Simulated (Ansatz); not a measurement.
**GaCl2F: one species, many methods**

An exercise on one series of results from a longer session: the logs are not shown, and one member is left open.

Computed with Ansatz 0.2.0, Gaussian basis. Level: functionals in def2-TZVPP, the program's frozen cores in correlated methods.

Plan: LDA (SPW92), PBE-D4, revPBE-D4, BLYP-D4, r2SCAN-D4, B97M-V, PBE0-D4, B3LYP-D4, r2SCANh-D4, r2SCAN0-D4, HSE06-D4, BHLYP-D4, CAM-B3LYP-D4, LC-ωPBE, ωB97X-V, ωB97M-V, B2PLYP, PBE-QIDH; CCSD(T)/def2-SVP; CCSD(T)/def2-TZVPP; CCSD(T)/def2-QZVPP; extrapolation to the limit; RPA on PBE.

## The relaxed structure

All runs share one geometry, relaxed beforehand with PBE0-D4 in a triple-zeta def2 set.

SMILES `[F][Ga]([Cl])[Cl]`, 4 atoms, charge 0, spin multiplicity 1.

Atoms are counted from 1 here; the program's logs count them from 0.

Bond lengths: F1–Ga2 1.733 Å, Ga2–Cl3 2.104 Å, Ga2–Cl4 2.104 Å. Angles: F1–Ga2–Cl3 118.3°, F1–Ga2–Cl4 118.3°, Cl3–Ga2–Cl4 123.4°.

Set-up of the first run:

File in.yaml:

```yaml
crystal:
  periodic: [false, false, false]
  atoms:
    - {symbol: F, position_ang: [-0.201939, 0.619971, 1.663699]}
    - {symbol: Ga, position_ang: [0.006026, 0.007983, 0.055546]}
    - {symbol: Cl, position_ang: [1.490621, -1.446090, -0.273907]}
    - {symbol: Cl, position_ang: [-1.239208, 0.757836, -1.465638]}
basis:
  gaussian: {orbitals: def2-TZVPP}
hamiltonian: {xc: lda}
output: {orbitals: {seedname: orbitals}}
```

On the command line:

```console
ansatz run in.yaml --threads 2 --pin off --events-out ev --progress --plain --max-ram 22528MiB --backend cpu
```

Among the steps run: LDA; PBE-D4 (GGA); revPBE-D4 (GGA); BLYP-D4 (GGA); r2SCAN-D4 (meta-GGA); B97M-V (meta-GGA); PBE0-D4 (hybrid); B3LYP-D4 (hybrid); r2SCANh-D4 (hybrid); r2SCAN0-D4 (hybrid); HSE06-D4 (hybrid); BHLYP-D4 (hybrid); CAM-B3LYP-D4 (range-separated); LC-ωPBE (range-separated); ωB97X-V (range-separated); ωB97M-V (range-separated); B2PLYP (double hybrid); PBE-QIDH (double hybrid).

One table of the session follows, with a row left open; its other results are not shown here.

It belongs to the step «Orbital energies across the functionals». 

```
  functional  HOMO (eV)  LUMO (eV)  gap (eV)
 LDA (SPW92)      -8.44      -3.32      5.12
      PBE-D4      -8.27      -2.98      5.29
   revPBE-D4      -8.20      -2.83      5.37
     BLYP-D4          ?          ?         ?
   r2SCAN-D4      -8.66      -2.69      5.97
      B97M-V      -8.72      -2.77      5.95
     PBE0-D4      -9.73      -2.01      7.72
    B3LYP-D4      -9.43      -2.37      7.07
  r2SCANh-D4      -9.19      -2.35      6.84
  r2SCAN0-D4      -9.99      -1.84      8.15
    HSE06-D4      -9.33      -2.38      6.94
    BHLYP-D4     -11.03      -1.10      9.92
CAM-B3LYP-D4     -11.12      -1.05     10.06
     LC-ωPBE     -12.58       0.32     12.90
     ωB97X-V     -12.17       0.15     12.33
     ωB97M-V     -12.00      -0.03     11.97
```

**Question.** Estimate the row for BLYP-D4.

Worked estimate for «HOMO (eV)». Against the share of exact exchange, B3LYP-D4 (0.2, -9.43), BHLYP-D4 (0.5, -11.03) give a slope of -5.33 per unit share; at 0 the line stands at -8.36.

As computed: HOMO (eV): -8.09; LUMO (eV): -2.95; gap (eV): 5.14. In «HOMO (eV)» the line misses by -0.27.
